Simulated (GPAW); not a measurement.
Crystal: NbTe.

```
Te Nb
1.0
     3.70297    0.00000    0.00000
    -1.85149    3.20687    0.00000
     0.00000    0.00000    3.69421
Te Nb
1 1
Direct
  0.66667 0.33333 0.00000
  0.00000 0.00000 0.50000
```

The cell comes from a database or a generator and needn't be the stable form of this composition.

Program: GPAW 26.7.0. Alike in all runs: no spin polarisation; cell as given; k mesh 7 × 7 × 6; smearing fermi-dirac 0.05 eV.

**Question.** Order these runs on this cell by their pressure, lowest first.
A. level PBE; potentials or basis GPAW PAW data sets (gpaw-data 1.2.1), pw; cutoff (eV) 500; maxiter 120; convergence default
B. level LDA; potentials or basis the program's PAW data sets (release 1.2.1) made for this functional, pw; cutoff (eV) 600; maxiter 150; band path GMKGALHA,LM,KH; band points 60
C. level PBEsol; potentials or basis PAW data sets generated in the run's folder for this functional, pw; cutoff (eV) 600; maxiter 150; band path GMKGALHA,LM,KH; band points 60

**Answer.** B (-8.5 GPa), C (-6.1 GPa), A (-1.6 GPa).

Caveats: the cutoff is short for stress and forces, so pressures can be off by a GPa or more (some runs).
